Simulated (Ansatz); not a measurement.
# O (diamond type): how the settings move a single-point run

Question: which choices in the input matter for O (diamond type)?

Program: Ansatz 0.2.0. Level of theory: reference: DFT, PBEsol, PAW with Ansatz's default frozen-core files, scalar-relativistic. These are calculated values, not measurements.

## (1) The system as given

The structure is cubic, space group Fd-3m (No. 227). Conventional cell: a = 4.791 Å, b = 4.791 Å, c = 4.791 Å, α = 90.00°, β = 90.00°, γ = 90.00°. Around O (site symmetry -43m) lie 4 O at 2.07 Å.

Structure file:

```xyz
2
Lattice="0.0000 2.3957 2.3957 2.3957 0.0000 2.3957 2.3957 2.3957 0.0000" Properties=species:S:1:pos:R:3 pbc="T T T"
O    -0.5989   -0.5989   -0.5989
O     0.5989    0.5989    0.5989
```

## (2) Reference

File input.yaml:

```yaml
crystal:
  lattice:
    - [0.0, 2.3957099285, 2.3957099285]
    - [2.3957099285, 0.0, 2.3957099285]
    - [2.3957099285, 2.3957099285, 0.0]
  atoms:
    - { symbol: O, position: [-0.125, -0.125, -0.125] }
    - { symbol: O, position: [0.125, 0.125, 0.125] }
kpoints:
  mp_grid: { grid: [11, 11, 11] }
scf:
  occupations: { method: fermi_dirac, width: 0.05 }
hamiltonian:
  xc: pbesol
  pseudopotentials: { kind: paw }
output:
  forces: true
  stress: true
  eigenvalues: true
  populations: true
  write_density: true
  write_potential: true
  elf: true
  volumetric_format: npy
```

The run is started by

```sh
ansatz run input.yaml --threads 1 --pin off --max-ram 2048MiB --backend cpu --events-out ev --progress --plain --runs-dir out
```

## (3) Changed: occupations.method cold, occupations.width 0.025, mixing.algorithm broyden, mixing.beta 0.5, mixing.ndim 8

input.yaml: that of step 2 with these lines changed.

```diff
@@ -11,3 +11,4 @@
 scf:
-  occupations: { method: fermi_dirac, width: 0.05 }
+  occupations: { method: cold, width: 0.025 }
+  mixing: { algorithm: broyden, beta: 0.5, ndim: 8 }
 hamiltonian:
```

What does the calculation give? Wanted: for each run, ending; energy change; pressure; gap; force.

**Answer**, as computed:

```
                                                                                                          run     ending        energy change  pressure (GPa)  gap (eV)  force (eV/Å)  cycles   time
                                                                                                    reference  converged                    0           -20.4      0.00          0.00       6  1.4 s
1: occupations.method cold, occupations.width 0.025, mixing.algorithm broyden, mixing.beta 0.5, mixing.ndim 8  converged  -0.3 meV/atom (σ→0)           -20.4      0.00          0.00       6  1.4 s
```

Residual by cycle in the longest SCF loop of each run; runs are numbered as in the table. The quantity is the density residual dr2, in eV.

```
cycle  reference    run 1
    1    0.00443  0.00445
    2     2.9e-4   7.0e-4
    3     5.0e-6   6.0e-5
    4     9.9e-8   2.0e-6
    5    2.8e-10   3.3e-7
    6    4.4e-12  6.9e-10
```

**Reading.** Changing the smearing and mixing leaves the energy as it was (-0.3 meV/atom). Semilocal functionals close small gaps, so the missing gap need not be the real solid's. The structure is not at rest: the sound run finds -20 GPa, so these are no properties of the relaxed crystal. 
